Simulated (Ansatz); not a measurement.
# HgPd (Potarite): the cost of one run

Program: Ansatz 0.2.0. Level of theory: DFT LDA, frozen-core PAW and all-electron LAPW, scalar-relativistic unless said. These are calculated values, not measurements.

## (1) Starting point

Symmetry: P4/mmm, No. 123, tetragonal system. The conventional cell has a = 3.026 Å, b = 3.026 Å, c = 3.702 Å, α = 90.00°, β = 90.00°, γ = 90.00°. Around Hg (site symmetry 4/mmm) lie 8 Pd at 2.83 Å and 4 Hg at 3.03 Å. Pd (site symmetry 4/mmm) is surrounded by 8 Hg at 2.83 Å and 4 Pd at 3.03 Å.

Structure file:

```
CELL_PARAMETERS angstrom
3.02600 0.00000 0.00000
0.00000 3.02600 0.00000
0.00000 0.00000 3.70200
ATOMIC_POSITIONS crystal
Hg 0.00000 0.00000 0.00000
Pd 0.50000 0.50000 0.50000
```

Cartesian axes are those of the input's lattice vectors. The structure goes back to a database entry.

## (2) Cell and atoms relaxed, PAW

Input file input.yaml:

```yaml
crystal:
  lattice:
    - [3.026, 0.0, 0.0]
    - [0.0, 3.026, 0.0]
    - [0.0, 0.0, 3.702]
  atoms:
    - { symbol: Hg, position: [0.0, 0.0, 0.0] }
    - { symbol: Pd, position: [0.5, 0.5, 0.5] }
kpoints:
  mp_grid: { grid: [10, 10, 10] }
scf:
  occupations: { method: fermi_dirac, width: 0.08 }
hamiltonian:
  xc: lda
  pseudopotentials: { kind: paw }
relax:
  f_tol: 0.002
  max_steps: 80
  cell: {}
output:
  forces: true
  stress: true
  write_density: true
  write_potential: true
  elf: true
  volumetric_format: npy
```

On the command line:

```console
$ ansatz run input.yaml --threads 1 --pin off --max-ram 3072MiB --backend cpu --events-out ev --progress --plain --runs-dir out
```

Q: Estimate wall time and peak memory on 1 thread of Arm Neoverse V1, shared host.

About 34 s, with a peak of 0.41 GiB.
